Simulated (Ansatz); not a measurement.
What does this script print? It uses the Python package of Ansatz (0.2.0).

The script, `energy.py`:
```python
'''Single point of CH5BFNO.'''

from pathlib import Path

import ansatz as az
import numpy as np

BASIS_SET = 'def2-SVP'
XC = 'b3lyp'
DISPERSION = 'd4'

GEOMETRY = '''
O    -1.44460    0.37770    0.65240
C    -0.10280    0.41510    0.79080
N     0.51380    0.54130   -0.53150
B     0.43300   -0.73010   -1.33710
F    -0.29980   -0.69340   -2.63410
H    -1.86950    0.34440    1.55280
H     0.22490    1.29170    1.42120
H     0.27160   -0.49060    1.31350
H     1.57880    0.66310   -0.31700
H     0.77780   -1.77040   -0.90810
'''


def main() -> None:
    molecule = az.Crystal.molecule()
    for line in GEOMETRY.strip().splitlines():
        symbol, *xyz = line.split()
        molecule = molecule.atom(symbol, [float(v) for v in xyz])

    base = (
        molecule.calculation()
        .basis(gaussian=BASIS_SET)
        .functional(XC, dispersion=DISPERSION)
        .forces()
        .orbitals()
    )
    outcome = base.run(threads=1, runs_dir='runs')
    summary = outcome.report

    print('reference energy %16.6f eV' % summary['reference_energy_ev'])
    print('total energy     %16.6f eV' % summary['free_energy_ev'])
    print('occupied orbitals outside the frozen core (up, down):', summary['n_occupied'], ' frozen:', summary['n_frozen'], ' virtual:', summary['n_virtual'])

    state = summary['mean_field']['state']
    print(f'mean field: {state["energy"]["hartree"]:.7f} Ha, <S^2> = {abs(state["spin_squared"]):.4f}, stability: {state.get("stability", {}).get("kind")}')

    symbols = [site.symbol for site in molecule.cartesian_sites]
    forces = np.array(summary['forces_ev_ang'])
    print('largest force', round(float(np.linalg.norm(forces, axis=1).max()), 4), 'eV/A, rms', round(float(np.sqrt((forces ** 2).mean())), 4))

    charges = summary['charge_distribution']
    dipole = np.array(charges['dipole_moment_e_ang']) * 4.803205
    print('dipole (D): {:.3f} {:.3f} {:.3f}, length {:.3f}'.format(*dipole, np.linalg.norm(dipole)))
    print('atom  Mulliken   Lowdin')
    for symbol, m, l in zip(symbols, charges['mulliken_charges_e'], charges['lowdin_charges_e']):
        print(f'{symbol:4s} {m:9.3f} {l:8.3f}')

    lines = Path(summary['orbitals_path']).read_text().splitlines()
    field_of = lambda key: [line.split('=')[1].strip() for line in lines if line.startswith(key)]
    orbitals = [(27.211386 * float(e), s, float(n)) for e, s, n in zip(field_of('Ene='), field_of('Spin='), field_of('Occup='))]
    homo = max(e for e, _, n in orbitals if n > 0.5)
    lumo = min(e for e, _, n in orbitals if n < 0.5)
    print(f'HOMO {homo:.3f} eV, LUMO {lumo:.3f} eV, gap {lumo - homo:.3f} eV')


if __name__ == '__main__':
    main()
```

```console
$ python energy.py
reference energy     -8043.239761 eV
total energy         -8043.476875 eV
occupied orbitals outside the frozen core (up, down): [20, 20]  frozen: 0  virtual: [75, 75]
mean field: -295.5836093 Ha, <S^2> = 0.0000, stability: minimum
largest force 4.623 eV/A, rms 1.5243
dipole (D): 1.754 -0.359 3.779, length 4.182
atom  Mulliken   Lowdin
O       -0.276    0.108
C        0.239   -0.016
N       -0.224    0.079
B        0.283   -0.197
F       -0.225    0.068
H        0.185    0.020
H       -0.009   -0.036
H       -0.034   -0.043
H        0.130    0.074
H       -0.070   -0.057
HOMO -6.805 eV, LUMO -1.278 eV, gap 5.527 eV
```

Reading the output:
- Total energies depend on the basis set; only differences at equal settings carry meaning.
- The geometry is a force-field or estimated start, not a minimum of this method, and the basis set is short of its limit.
- The Löwdin charges here are taken after orthogonalising the functions within each atom; they differ from plain Löwdin charges, and their signs can be unphysical.
- Total less reference energy is the dispersion correction.
- b3lyp holds the VWN-RPA fit, as in Gaussian; the form of ORCA and Turbomole is b3lyp5.
- Levels such as HOMO and LUMO are orbital energies: with these approximate functionals they aren't the ionisation energy and electron affinity, and their gap isn't the fundamental gap.
- Wall time of the script: 4.1 s on 1 thread of Arm Neoverse V1, on a shared host, peak memory 0.24 GiB.
